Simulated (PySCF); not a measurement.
**Ag: dipole response in x2c-QZVPPall plus 1 even-tempered diffuse shell per l**

How polarisable is Ag at the levels listed below?

The numbers are computed with PySCF 2.14.0 (unrestricted determinants in a Gaussian basis, no spin-orbit coupling in the energies), except any that are marked as measured or tabulated.

### Step 1. The system

```
Element     : silver (Z = 47)
Basis       : x2c-QZVPPall with one added diffuse shell each of s, p, d, f, g type (14s9p8d5f3g, 143 functions)
Hamiltonian : the spin-free X2C one-electron Hamiltonian (Gaussian nucleus)
State 1     : Ag: [Kr] 4d10 5s1, 2S determinant
Methods     : BLYP
```

The outer shells:

Ag [Kr] 4d10 5s1
```
[Kr] core
4d [↑↓][↑↓][↑↓][↑↓][↑↓]
5s [↑ ]
```

One driver process ran all states and methods and kept the integrals in memory. Each run is shown as a PySCF script that sums up its settings (the driver passes frozen orbitals as a list and adds second-order terms of double hybrids); the logs are those of the runs themselves. The driver starts from symmetry-adapted Hartree-Fock orbitals, holds the occupation by maximum overlap and uses a logarithmic radial grid for functionals, so a plain start would take other cycles.

The driver's launch:

```console
> OMP_NUM_THREADS=1 python atomrun2.py TASK.json OUT
```

The integrals over 143 functions and the set-up took 4.6 s of CPU time.

### Step 2. Ag: BLYP

#### BLYP

input.py reads:

```python
from pyscf import gto, scf, dft, mp, cc
import basis_set_exchange as bse
mol = gto.M(atom="Ag 0 0 0", charge=0, spin=1, symmetry="D2h",
            basis=gto.basis.parse(bse.get_basis("x2c-QZVPPall", elements=["Ag"], fmt="nwchem", header=False, augment_diffuse=1)),
            nucmod="G")
mf = dft.UKS(mol, xc="BLYP").sfx2c1e()
mf.irrep_nelec = {'Ag': (9, 8), 'B1g': (2, 2), 'B2g': (2, 2), 'B3g': (2, 2), 'B1u': (3, 3), 'B2u': (3, 3), 'B3u': (3, 3)}
mf.kernel()
```

The program printed:

```text
damping factor = 0
level_shift factor = 0
DIIS = <class 'pyscf.scf.diis.CDIIS'>
diis_start_cycle = 1
diis_space = 10
diis_damp = 0
SCF conv_tol = 1e-09
SCF conv_tol_grad = None
number electrons alpha = 24  beta = 23
XC functionals = BLYP
    A. D. Becke.,  Phys. Rev. A 38, 3098 (1988)
    C. Lee, W. Yang, and R. G. Parr.,  Phys. Rev. B 37, 785 (1988)
    B. Miehlich, A. Savin, H. Stoll, and H. Preuss.,  Chem. Phys. Lett. 157, 200 (1989)
cycle= 1 E= -5315.63906617995  delta_E= -0.0315  |g|= 0.169  |ddm|= 0.347
cycle= 2 E= -5315.62044805471  delta_E= 0.0186  |g|= 0.362  |ddm|= 0.236
cycle= 3 E= -5315.64594460456  delta_E= -0.0255  |g|= 0.0224  |ddm|= 0.138
cycle= 4 E= -5315.64610227493  delta_E= -0.000158  |g|= 0.00439  |ddm|= 0.0176
cycle= 5 E= -5315.64610720365  delta_E= -4.93e-06  |g|= 0.000313  |ddm|= 0.00193
cycle= 6 E= -5315.64610723507  delta_E= -3.14e-08  |g|= 4.89e-06  |ddm|= 0.000219
cycle= 7 E= -5315.64610723508  delta_E= -1.09e-11  |g|= 2.3e-07  |ddm|= 2.69e-06
converged SCF energy = -5315.64610723508  <S^2> = 0.75063712  2S+1 = 2.000637
```

It used 25 s of CPU time after the integrals (shared host).

The occupied shells:

```
shell  electrons  mean orbital energy (eV)  spread (eV)  rms radius (bohr)
 1s α          1                  -25291.5            0             0.0357
 1s β          1                  -25291.4            0             0.0357
 2s α          1                   -3724.6            0              0.146
 2s β          1                   -3724.6            0              0.146
 2p α          3                   -3342.9            0              0.130
 2p β          3                   -3342.9            0              0.130
 3s α          1                   -682.63            0              0.394
 3s β          1                   -682.62            0              0.394
 3p α          3                   -557.06            0              0.396
 3p β          3                   -557.04            0              0.396
 3d α          5                   -358.23            0              0.378
 3d β          5                   -358.22            0              0.378
 4s α          1                   -94.798            0              0.971
 4s β          1                   -94.791            0              0.971
 4p α          3                   -58.391            0               1.07
 4p β          3                   -58.371            0               1.07
 4d α          5                    -7.374            0               1.59
 4d β          5                    -7.211            0               1.59
 5s α          1                    -4.673            0               3.38
```

⟨S²⟩ = 0.751, ⟨L²⟩ = 0.00.

The driver then solved the coupled dipole response at imaginary frequencies: mean α = 46.15 bohr³, C₆ = 366.1 au for a like pair.

Radial density 4πr²ρ of Ag at BLYP, without picture-change correction:

```
r (bohr)   density  spin density
0.000486     0.539         0.000
0.000818      1.28         0.000
 0.00138      2.98         0.000
 0.00232      6.71         0.001
 0.00389      14.4         0.002
 0.00655      28.0         0.003
  0.0110      46.6         0.005
  0.0185      60.0         0.005
  0.0312      55.6         0.001
  0.0524      54.0         0.002
  0.0882      75.2         0.010
   0.148      57.8        -0.010
   0.250      58.2         0.010
   0.420      39.3         0.000
   0.706      17.2         0.033
    1.19      14.0        -0.040
    2.00      3.33         0.338
    3.36     0.598         0.301
    5.65    0.0524         0.044
    9.50  0.000754         0.001
```

### Step 3. Polarisabilities and C₆

Ag, in atomic units:

```
method  mean α  C₆ (like pair)  S(−4)
  BLYP   46.15           366.1   1510
```

Reference α: 55 ± 8 bohr³ (recommended; Schwerdtfeger and Nagle, table of static dipole polarizabilities (2023 update)). Published C₆: 341.0 (Gould and Bucko (2016)).

α(iu) at BLYP:

```
u (hartree)  α(iu) (bohr³)
          0          46.15
     0.0500          42.75
      0.100          35.61
      0.200          23.50
      0.300          16.74
      0.500          10.40
      0.750          6.978
       1.00          5.166
       1.50          3.259
       2.00          2.271
       3.00          1.288
       5.00         0.5775
```

### Step 4. Summary of results

| quantity | value |
| --- | --- |
| α of Ag | 46.15 (BLYP) bohr³; reference 55.00 |

For Ag BLYP differs from the reference by -16 %. All values hold for this basis alone; no basis-set limit was taken.
